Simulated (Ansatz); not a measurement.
**Cl− with SiH3Cl: structure and interaction energy**

An exercise on one series of results from a longer session: the logs are not shown, and one member is left open.

Computed with Ansatz 0.2.0, Gaussian basis. Level: PBE0-D4 structure, single points in def2-TZVPPD.

Levels: PBE-D4, revPBE-D4, BLYP-D4, r2SCAN-D4, B97M-V, PBE0-D4, B3LYP-D4, HSE06-D4, wB97X-V, wB97M-V, B2PLYP, Hartree-Fock, MP2, CCSD, CCSD(T). The reference is CCSD(T) extrapolated to the basis limit.

Cores are frozen in the correlated methods. B3LYP uses VWN-RPA correlation. B2PLYP carries no dispersion term here.

163 further runs of the same task are left out: 163 set aside as unsound or not needed.

### The system as given

The pair, from a GFN2-xTB docking trial: 6 atoms, charge -1, spin multiplicity 1.

Atoms are counted from 1 here; the program's logs count them from 0.

Bond lengths: Cl1–Si2 2.240 Å, Si2–Cl3 2.251 Å, Si2–H4 1.461 Å, Si2–H5 1.458 Å, Si2–H6 1.457 Å. Angles: Cl1–Si2–Cl3 179.8°, Cl1–Si2–H4 90.4°, Cl1–Si2–H5 90.3°, Cl1–Si2–H6 90.3°, Cl3–Si2–H4 89.4°, Cl3–Si2–H5 89.9°, Cl3–Si2–H6 89.7°, H4–Si2–H5 120.0°, H4–Si2–H6 119.9°, H5–Si2–H6 120.0°.

Coordinates:

```tsv
atom	x (Å)	y (Å)	z (Å)
Cl1	-0.4706	0.0669	-2.1949
Si2	-0.0032	-0.0006	-0.0051
Cl3	0.4758	-0.0661	2.1937
H4	0.9539	1.0911	-0.1666
H5	-1.3970	0.2912	0.3086
H6	0.4411	-1.3824	-0.1358
```

Atoms 1 to 1 are fragment A (Cl−), the rest fragment B (SiH3Cl).

Set-up of the first run:

Contents of pre/in.yaml:

```yaml
crystal:
  periodic: [false, false, false]
  atoms:
    - {symbol: Cl, position_ang: [-0.470600, 0.066900, -2.194900]}
    - {symbol: Si, position_ang: [-0.003200, -0.000600, -0.005100]}
    - {symbol: Cl, position_ang: [0.475800, -0.066100, 2.193700]}
    - {symbol: H, position_ang: [0.953900, 1.091100, -0.166600]}
    - {symbol: H, position_ang: [-1.397000, 0.291200, 0.308600]}
    - {symbol: H, position_ang: [0.441100, -1.382400, -0.135800]}
basis:
  gaussian: {orbitals: def2-SVPD}
total_charge: -1
hamiltonian: {xc: pbe, dispersion: d4}
relax: {f_tol: 0.03, max_steps: 250}
```

The run is started by

```
ansatz run in.yaml --threads 2 --pin off --events-out ev --progress --plain --max-ram 5222MiB
```

Among the steps run: A first relaxation in a small basis; Relaxation at PBE0-D4; wB97X-V/def2-TZVPPD; wB97M-V/def2-TZVPPD; B2PLYP/def2-TZVPPD; B97M-V/def2-TZVPPD; CCSD(T)/def2-TZVPPD; MP2/def2-QZVPPD; Hartree-Fock/STO-3G; SPW92/def2-SVP; wB97M-V/def2-SVP; CCSD(T)/def2-SVP; Vibrations of the pair.

One table of the session follows, with a row left open; its other results are not shown here.

| method | interaction (kcal/mol) |
| --- | --- |
| PBE-D4 | -51.27 |
| revPBE-D4 | -51.00 |
| BLYP-D4 | -47.22 |
| r2SCAN-D4 | -52.38 |
| B97M-V | -51.33 |
| PBE0-D4 | -53.29 |
| B3LYP-D4 | -49.51 |
| HSE06-D4 | ? |
| wB97X-V | -52.06 |
| wB97M-V | -51.86 |
| B2PLYP | -48.63 |
| Hartree-Fock | -45.40 |
| MP2 | -51.42 |
| CCSD | -49.23 |
| CCSD(T) | -49.72 |
| CCSD(T)/CBS | -52.23 |

Q: Estimate the row for HSE06-D4 from the others.

The run gave: interaction (kcal/mol): -53.23. In the column «interaction (kcal/mol)» it lies between PBE0-D4 (-53.29) and r2SCAN-D4 (-52.38).
